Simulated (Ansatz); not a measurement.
# CH5AlBNO2: one species, many methods

The task here is to estimate one member of a computed series from the others.

Computed with Ansatz 0.2.0, Gaussian basis. Level: functionals in def2-TZVPP, the program's frozen cores in correlated methods.

The runs, in order: LDA (SPW92), PBE-D4, revPBE-D4, BLYP-D4, r2SCAN-D4, B97M-V, PBE0-D4, B3LYP-D4, r2SCANh-D4, r2SCAN0-D4, HSE06-D4, BHLYP-D4, CAM-B3LYP-D4, LC-ωPBE, ωB97X-V, ωB97M-V, B2PLYP, PBE-QIDH; CCSD(T)/def2-SVP; CCSD(T)/def2-TZVPP; MP2/def2-QZVPP; extrapolation to the limit; RPA on PBE.

**The relaxed structure**

All runs share one geometry, relaxed beforehand with PBE0-D4 in a triple-zeta def2 set.

SMILES `N[CH]1[O][Al]1[BH]O`, 11 atoms, charge 0, spin multiplicity 1.

Atoms are counted from 1 here; the program's logs count them from 0.

Bond lengths: N1–C2 1.408 Å, N1–H7 1.010 Å, N1–H8 1.015 Å, C2–O3 1.495 Å, C2–Al4 1.910 Å, C2–H9 1.091 Å, O3–Al4 1.716 Å, Al4–B5 2.139 Å, B5–O6 1.350 Å, B5–H10 1.206 Å, O6–H11 0.963 Å. Angles: C2–N1–H7 113.6°, C2–N1–H8 112.2°, H7–N1–H8 108.6°, N1–C2–O3 117.0°, N1–C2–Al4 128.8°, N1–C2–H9 109.4°, O3–C2–Al4 59.0°, O3–C2–H9 109.0°, Al4–C2–H9 120.0°, C2–O3–Al4 72.7°, C2–Al4–O3 48.3°, C2–Al4–B5 170.1°, O3–Al4–B5 140.1°, Al4–B5–O6 118.1°, Al4–B5–H10 122.6°, O6–B5–H10 119.3°, B5–O6–H11 114.0°.

As a file:

```xyz
11

N    -0.0058   -2.4915   -0.9620
C     0.2250   -1.6551    0.1471
O     1.4284   -0.7704    0.0922
Al    0.0561    0.2437    0.2710
B    -0.4643    2.3189    0.2566
O    -0.5675    2.9563    1.4421
H    -0.0687   -1.9940   -1.8385
H     0.7006   -3.2148   -1.0503
H     0.2697   -2.2593    1.0546
H    -0.6917    2.9256   -0.7606
H    -0.8165    3.8835    1.3683
```

The first run:

in.yaml reads:

```yaml
crystal:
  periodic: [false, false, false]
  atoms:
    - {symbol: N, position_ang: [-0.005765, -2.491526, -0.961971]}
    - {symbol: C, position_ang: [0.224993, -1.655055, 0.147086]}
    - {symbol: O, position_ang: [1.428446, -0.770379, 0.092224]}
    - {symbol: Al, position_ang: [0.056128, 0.243746, 0.270984]}
    - {symbol: B, position_ang: [-0.464323, 2.318908, 0.256599]}
    - {symbol: O, position_ang: [-0.567527, 2.956321, 1.442120]}
    - {symbol: H, position_ang: [-0.068662, -1.993961, -1.838460]}
    - {symbol: H, position_ang: [0.700628, -3.214825, -1.050271]}
    - {symbol: H, position_ang: [0.269719, -2.259294, 1.054648]}
    - {symbol: H, position_ang: [-0.691749, 2.925644, -0.760594]}
    - {symbol: H, position_ang: [-0.816486, 3.883523, 1.368335]}
basis:
  gaussian: {orbitals: def2-TZVPP}
hamiltonian: {xc: lda}
output: {orbitals: {seedname: orbitals}}
```

Among the steps run: LDA; PBE-D4 (GGA); revPBE-D4 (GGA); BLYP-D4 (GGA); r2SCAN-D4 (meta-GGA); B97M-V (meta-GGA); PBE0-D4 (hybrid); B3LYP-D4 (hybrid); r2SCANh-D4 (hybrid); r2SCAN0-D4 (hybrid); HSE06-D4 (hybrid); BHLYP-D4 (hybrid); CAM-B3LYP-D4 (range-separated); LC-ωPBE (range-separated); ωB97X-V (range-separated); ωB97M-V (range-separated); B2PLYP (double hybrid); PBE-QIDH (double hybrid).

One table of the session follows, with a row left open; its other results are not shown here.

It belongs to the step «Frontier levels by functional». 

| functional | HOMO (eV) | LUMO (eV) | gap (eV) |
| --- | --- | --- | --- |
| LDA (SPW92) | -4.81 | -2.83 | 1.98 |
| PBE-D4 | ? | ? | ? |
| revPBE-D4 | -4.59 | -2.49 | 2.09 |
| BLYP-D4 | -4.53 | -2.43 | 2.10 |
| r2SCAN-D4 | -4.82 | -2.39 | 2.43 |
| B97M-V | -4.83 | -2.49 | 2.35 |
| PBE0-D4 | -5.75 | -1.77 | 3.98 |
| B3LYP-D4 | -5.58 | -1.95 | 3.62 |
| r2SCANh-D4 | -5.23 | -2.09 | 3.14 |
| r2SCAN0-D4 | -5.87 | -1.65 | 4.22 |
| HSE06-D4 | -5.36 | -2.15 | 3.21 |
| BHLYP-D4 | -6.83 | -0.86 | 5.96 |
| CAM-B3LYP-D4 | -7.07 | -0.71 | 6.35 |
| LC-ωPBE | -8.34 | 0.39 | 8.73 |
| ωB97X-V | -8.01 | 0.30 | 8.31 |
| ωB97M-V | -7.90 | 0.09 | 7.99 |

**Question.** Estimate the row for PBE-D4.

The run gave: HOMO (eV): -4.65; LUMO (eV): -2.59; gap (eV): 2.06. In the column «HOMO (eV)» it lies between LDA (SPW92) (-4.81) and revPBE-D4 (-4.59).
